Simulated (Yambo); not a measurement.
# PbO (Litharge) (P4/nmm) in Yambo: further runs, part 2 of 2

Yambo 5.3.0. Earlier steps stand in the parts before.

**3. G0W0 quasiparticle levels, PBE**

g0w06.in

```
gw0
dyson
el_el_corr
rim_cut
HF_and_locXC
ppa
em1d
RandQpts= 1000000
RandGvec= 50 RL
EXXRLvcs= 84 Ry
VXCRLvcs= 84 Ry
Chimod= "HARTREE"
% BndsRnXp
 1 | 120 |
%
NGsBlkXp= 12 Ry
% LongDrXp
 1 | 1 | 1 |
%
PPAPntXp= 27.21138 eV
% GbndRnge
 1 | 120 |
%
GTermKind= "BG"
DysSolver= "n"
ExtendOut
% QPkrange
 1 | 1 | 20 | 21 |
 16 | 16 | 20 | 21 |
%
```

scf.in

```
&CONTROL
  calculation = 'scf'
  prefix = 'pwscf'
  outdir = './tmp'
  pseudo_dir = './pseudo'
/
&SYSTEM
  ibrav = 0
  nat = 4
  ntyp = 2
  ecutwfc = 84
  nbnd = 28
  occupations = 'smearing'
  smearing = 'fd'
  degauss = 0.00367493
  force_symmorphic = .true.
/
&ELECTRONS
  conv_thr = 8d-10
  electron_maxstep = 120
  mixing_beta = 0.5
/
ATOMIC_SPECIES
Pb   207.2000 Pb.upf
O     15.9990 O.upf
CELL_PARAMETERS angstrom
   3.9900000000    0.0000000000    0.0000000000
   0.0000000000    3.9900000000    0.0000000000
   0.0000000000    0.0000000000    5.0100000000
ATOMIC_POSITIONS angstrom
Pb     1.9950000000    0.0000000000    3.8076000000
Pb     0.0000000000    1.9950000000    1.2024000000
O      1.9950000000    1.9950000000    0.0000000000
O      0.0000000000    0.0000000000    0.0000000000
K_POINTS automatic
8 8 6 0 0 0
```

nscf.in

```
&CONTROL
  calculation = 'nscf'
  prefix = 'pwscf'
  outdir = './tmp'
  pseudo_dir = './pseudo'
/
&SYSTEM
  ibrav = 0
  nat = 4
  ntyp = 2
  ecutwfc = 84
  nbnd = 120
  occupations = 'fixed'
  force_symmorphic = .true.
/
&ELECTRONS
  conv_thr = 1d-08
  diago_full_acc = .true.
  diago_thr_init = 1d-06
/
ATOMIC_SPECIES
Pb   207.2000 Pb.upf
O     15.9990 O.upf
CELL_PARAMETERS angstrom
   3.9900000000    0.0000000000    0.0000000000
   0.0000000000    3.9900000000    0.0000000000
   0.0000000000    0.0000000000    5.0100000000
ATOMIC_POSITIONS angstrom
Pb     1.9950000000    0.0000000000    3.8076000000
Pb     0.0000000000    1.9950000000    1.2024000000
O      1.9950000000    1.9950000000    0.0000000000
O      0.0000000000    0.0000000000    0.0000000000
K_POINTS automatic
4 4 4 0 0 0
```

Potentials or basis: PseudoDojo 0.4.1 SR PBE standard.

Started as:

```sh
OMP_NUM_THREADS=1 pw.x -in scf.in > scf.out
OMP_NUM_THREADS=1 pw.x -in nscf.in > nscf.out
cd tmp/pwscf.save; p2y; mv SAVE ../..; cd ../..
OMP_NUM_THREADS=1 yambo
mkdir -p g0w06; ln -s $PWD/g0w00/ndb.pp* g0w06/
mkdir -p g0w06; ln -s $PWD/g0w00/ndb.RIM g0w06/
OMP_NUM_THREADS=1 yambo -F g0w06.in -J g0w06 -C g0w06_out
```

Yambo's report:

```text
[... sections 02.01 to 02.04 as in the set-up run ...]

  [02.05] Energies & Occupations
  ==============================

  [X] === General ===
  [X] Electronic Temperature                        :  0.000000  0.000000 [eV K]
  [X] Bosonic    Temperature                        :  0.000000  0.000000 [eV K]
  [X] Finite Temperature mode                       : no
  [X] El. density                                   :  0.50151E+24 [cm-3]
  [X] Fermi Level                                   :  8.807510 [eV]

  [X] === Gaps and Widths ===
  [X] Conduction Band Min                           :  1.145071 [eV]
  [X] Valence Band Max                              :  0.000000 [eV]
  [X] Filled Bands                                  :  20
  [X] Empty Bands                                   :   21  120
  [X] Direct Gap                                    :  2.082759 [eV]
  [X] Direct Gap localized at k                     :  16
  [X] Indirect Gap                                  :  1.145071 [eV]
  [X] Indirect Gap between kpts                     :   1  16
  [X] Last valence band width                       :  1.632167 [eV]
  [X] 1st conduction band width                     :  2.395114 [eV]

 [03] Transferred momenta grid and indexing
 ==========================================

 IBZ Q-points                                      :  18
 BZ  Q-points                                      :   64

 K/Q-points units:
 rlu = crystal or reduced units; cc = cartesian coordinates; iku = interal k-units

 Q [ 1]         [rlu]:  0.000000  0.000000  0.000000
 Q [ 2]         [rlu]:  0.000000  0.000000  0.250000
 Q [ 3]         [rlu]:  0.000000  0.000000 -0.500000
 Q [ 4]         [rlu]:  0.000000  0.250000  0.000000
 Q [ 5]         [rlu]:  0.000000  0.250000  0.250000
 Q [ 6]         [rlu]:  0.000000  0.250000 -0.500000
 Q [ 7]         [rlu]:  0.000000 -0.500000  0.000000
 Q [ 8]         [rlu]:  0.000000 -0.500000  0.250000
 Q [ 9]         [rlu]:  0.000000 -0.500000 -0.500000
 Q [10]         [rlu]:  0.250000  0.250000  0.000000
 Q [11]         [rlu]:  0.250000  0.250000  0.250000
 Q [12]         [rlu]:  0.250000  0.250000 -0.500000
 Q [13]         [rlu]:  0.250000 -0.500000  0.000000
 Q [14]         [rlu]:  0.250000 -0.500000  0.250000
 Q [15]         [rlu]:  0.250000 -0.500000 -0.500000
 Q [16]         [rlu]: -0.500000 -0.500000  0.000000
 Q [17]         [rlu]: -0.500000 -0.500000  0.250000
 Q [18]         [rlu]: -0.500000 -0.500000 -0.500000
[... 169 lines left out ...]
   Current Q-pt index             :  17
   :: PP condition fails/total    :  0.298473
   :: Time ordering fails/rest    :  0.499967
   :: Mean rel dev of PP cond     :  0.298485
   Current Q-pt index             :  18
   :: PP condition fails/total    :  0.290754
   :: Time ordering fails/rest    :  0.500202
   :: Mean rel dev of PP cond     :  0.290766

  [08.02] QP properties and I/O
  =============================

  Legend (energies in eV)
  - B  : Band       - Eo  : bare energy
  - E  : QP energy  - Z   : Renormalization factor
  - So : Sc(Eo)     - S   : Sc(E)
  - dSp: Sc derivative precision

  - lXC: Local XC (Perdew, Burke & Ernzerhof(X)+Perdew, Burke & Ernzerhof(C))
  -nlXC: non-Local XC (Hartree-Fock)

  QP [eV] @ K [1] (iku):  0.000000  0.000000  0.000000
   B=20 Eo=  0.00 E= -0.36 E-Eo= -0.36 Re(Z)=0.79 Im(Z)=-0.130582E-2 nlXC= -20.1789 lXC= -17.5220 So=  2.19824
   B=21 Eo=  2.40 E=  2.33 E-Eo= -0.08 Re(Z)=0.83 Im(Z)=-0.122392E-2 nlXC= -8.66051 lXC= -11.7024 So= -3.13306

  QP [eV] @ K [16] (iku): -0.500000 -0.500000  0.000000
   B=20 Eo= -0.94 E= -1.03 E-Eo= -0.09 Re(Z)=0.75 Im(Z)=-0.152975E-2 nlXC= -24.9027 lXC= -20.2428 So=  4.53826
   B=21 Eo=  1.15 E=  0.98 E-Eo= -0.17 Re(Z)=0.83 Im(Z)=-0.105227E-2 nlXC= -6.85944 lXC= -9.52729 So= -2.86592

  [WR./g0w06//ndb.QP]-------------------------------------------------------------
   Lattice constants                                :  7.540007  7.540007  9.467528
   Coulomb cutoff potential                         : none
   Electronic Temperature                           :  0.000000 [K]
   Bosonic    Temperature                           :  0.000000 [K]
   Green`s function   energies                      : Perdew, Burke & Ernzerhof(X)+Perdew, Burke & Ernzerhof(C)
   wavefunctions                                    : Perdew, Burke & Ernzerhof(X)+Perdew, Burke & Ernzerhof(C)
   PPA    diel. fun.  energies                      : Perdew, Burke & Ernzerhof(X)+Perdew, Burke & Ernzerhof(C)
   wavefunctions                                    : Perdew, Burke & Ernzerhof(X)+Perdew, Burke & Ernzerhof(C)
   QP tot states                                    :   4
   GW solver                                        : Newton
   GW approximation                                 : PPA
   PPA imaginary Energy                             :  27.21138 ev
   RIM G`s                                          :   57
   RIM random pts                                   :  1000000
   dS/dw steps                                      :  2
   dS/dw step                                       :  0.100000 ev
   X G`s                                            :   387 used
   X G`s                                            :   387 disk
   X bands                                          :    1  120
   X poles                                          :  100.0000 o/o
   X e/h E range                                    : -1.000000 -1.000000 ev
   X Hxc Kernel                                     : HARTREE
   X BZ energy Double Grid                          : no
   X Optical Averaged directions                    : none
   Sc/G bands                                       :    1  120
   Sc/G damping                                     :  0.100000 ev
   Sc bands terminator                              : yes
   Sc terminator kind                               : BG
   Sc Terminator pole                               :  40.81708
   Sx RL components                                 :   6979

   QP @ state[ 1 ] K range                          :  1  1
   QP @ state[ 1 ] b range                          :  20  21
   QP @ state[ 2 ] K range                          :  16  16
   QP @ state[ 2 ] b range                          :  20  21
   GF energies kind                                 : Perdew, Burke & Ernzerhof(X)+Perdew, Burke & Ernzerhof(C)
   GF WF`s kind                                     : Perdew, Burke & Ernzerhof(X)+Perdew, Burke & Ernzerhof(C)
   Xs energies kind                                 : Perdew, Burke & Ernzerhof(X)+Perdew, Burke & Ernzerhof(C)
   Xs WF`s kind                                     : Perdew, Burke & Ernzerhof(X)+Perdew, Burke & Ernzerhof(C)
```

o-g0w06.qp:

```text
# GW solver                                       : Newton
# GW approximation                                : PPA
# PPA imaginary Energy                            :   27.2113800    [ev]
[... 35 lines left out ...]
        16                 20                -0.937688          -1.029327          -0.091638          -20.24278          -24.90272           4.538258           4.568306          -8.908902           0.753352          -0.001530           16.88646           38.97868
        16                 21                 1.145071           0.979883          -0.165189          -9.527292          -6.859438          -2.865921          -2.833043          -5.418279           0.833945          -0.001052          -9.175220           71.73800
#
```

What came out:

```yaml
Band_gap_on_the_k_mesh_mean-field_level: 1.15 eV, indirect (least direct gap 2.08 eV)
Quasiparticle_gap: 1.34 eV
Least_direct_quasiparticle_gap: 2.01 eV
Quasiparticle_gap_at_Γ: 2.69 eV
Band_gap_of_the_same_states_before_the_correction: 1.15 eV
```

Quasiparticle terms (eV):
```
                k point  band  Kohn-Sham level     Vxc      Σx     Σc     Z  result
  (0.000, 0.000, 0.000)    20             0.00  -17.52  -20.18   2.20  0.79   -0.36
  (0.000, 0.000, 0.000)    21             2.40  -11.70   -8.66  -3.13  0.83    2.33
(-0.500, -0.500, 0.000)    20            -0.94  -20.24  -24.90   4.54  0.75   -1.03
(-0.500, -0.500, 0.000)    21             1.15   -9.53   -6.86  -2.87  0.83    0.98
```

Caveat: the potentials hold a filled d shell without the s and p states of that shell, which can shift GW gaps by tenths of an eV, either way; this version prints the column dSc/dw multiplied by 27.2; the terminator is approximate in this version, by hundredths of an eV; spin-orbit coupling is left out, which as a rule narrows the gap of such compounds by several tenths of an eV.
